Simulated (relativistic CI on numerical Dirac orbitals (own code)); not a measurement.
# Dy XVI (Dy¹⁵⁺): levels and lines

Aim: the low levels of Dy¹⁵⁺, their labels and the strongest lines; runs with one setting changed show what the result hangs on.

Program: relativistic CI on numerical Dirac orbitals (own code) version 2. Level of theory: Dirac-Coulomb-Breit CI, KLI orbitals optimised for each configuration, model QED (radiative potential, 1s self-energy scaled to tabulated hydrogen-like ionisation energies). These are calculated values, not measurements, unless marked.

**1. The atom as given**

- ion: Dy¹⁵⁺ (Dy XVI)
- nuclear charge: 66
- electrons: 51
- isotope: A = 164
- first configuration typed: [Kr] 4d10 4f5

The outer shells:

first configuration typed
```
[Kr] core
4d [↑↓][↑↓][↑↓][↑↓][↑↓]
4f [↑ ][↑ ][↑ ][↑ ][↑ ][  ][  ]
```

**2. The main run**

The run's settings:

```ini
atom Dy  Z=66  charge=15  electrons=51
nucleus A=164  rms_radius_fm=5.2218
hamiltonian dirac-coulomb  breit=on  qed=on  c_scale=1
orbitals kli  potential=per-configuration
slater_scale 1
correlation none
mixing on
configurations
  [Kr] 4d10 4f5
  [Kr] 4d10 4f3 5s2
  [Kr] 4d10 4f3 5s 5p
  [Kr] 4d10 4f4 5p
  [Kr] 4d10 4f3 5p2
  [Kr] 4d10 4f3 5s 5d
  [Kr] 4d10 4f4 5d
  [Kr] 4d10 4f3 5p 5d
  [Kr] 4d9 4f4 5s2
  [Kr] 4d10 4f3 5d2
  [Kr] 4d10 4f4 6s
  [Kr] 4d10 4f4 6p
  [Ar] 3d10 4p6 4d10 4f7
end
```

**3. Correlation estimate p86**

The settings differ from step 2 so:

```diff
@@ -5,3 +5,3 @@
 slater_scale 1
-correlation none
+correlation p86
 mixing on
```

**4. Without QED terms**

The settings differ from step 3 so:

```diff
@@ -2,6 +2,6 @@
 nucleus A=164  rms_radius_fm=5.2218
-hamiltonian dirac-coulomb  breit=on  qed=on  c_scale=1
+hamiltonian dirac-coulomb  breit=on  qed=off  c_scale=1
 orbitals kli  potential=per-configuration
 slater_scale 1
-correlation p86
+correlation none
 mixing on
```

**5. Without configuration mixing**

The settings differ from step 4 so:

```diff
@@ -2,3 +2,3 @@
 nucleus A=164  rms_radius_fm=5.2218
-hamiltonian dirac-coulomb  breit=on  qed=off  c_scale=1
+hamiltonian dirac-coulomb  breit=on  qed=on  c_scale=1
 orbitals kli  potential=per-configuration
@@ -6,3 +6,3 @@
 correlation none
-mixing on
+mixing off
 configurations
```

(Steps that only read results are left out.)

Before running it: what results should come out? Wanted: lowest level; first excitation; lowest level of the other parity; fastest E1 line; ionisation energy.

The runs gave:

| run | time | mean size of shift, levels followed (cm⁻¹) | lowest level | ionisation energy (eV) |
| --- | --- | --- | --- | --- |
| main run | 11 s | 0 | 4f5 6H°5/2 | 320.42 |
| correlation estimate p86 | 11 s | 1.6 | 4f5 6H°5/2 | 322.18 |
| without QED terms | 9.7 s | 34.7 | 4f5 6H°5/2 | 320.40 |
| without configuration mixing | 10 s | 45.2 | 4f5 6H°5/2 | - |

The tabulated theoretical ionisation energy (NIST) is 332 eV.

| quantity | value |
| --- | --- |
| lowest level | 4f5 6H°5/2 |
| first excitation | 4f5 6H°7/2, 2441.5 cm⁻¹ |
| lowest level of the other parity | 4f3 5s 5p 6K9/2, 306357 cm⁻¹ |
| levels in the model | 9631 |
| fastest E1 line (by rate) to the lowest level among the lowest 400 of 9631 levels | 29.01 nm, from 4f3 5s 5p 6H5/2 |
| ionisation energy | 320.42 eV |
| ionisation energy, tabulated theoretical (NIST) | 332 eV |

4f5 6H°5/2 comes out lowest; its LS label holds 93 % and its jj label 32 %; over the low levels the means are 90 and 46 %, so LS coupling describes them better. The ionisation energy agrees with the tabulated theoretical value within its uncertainty of 16 eV. Of the changes tried, the run «without configuration mixing» moves the low levels most, by 45 cm⁻¹ on average. Low levels that differ in the count of f electrons can be misplaced by several ten thousand cm⁻¹. Lifetimes count radiative decay inside the model alone.
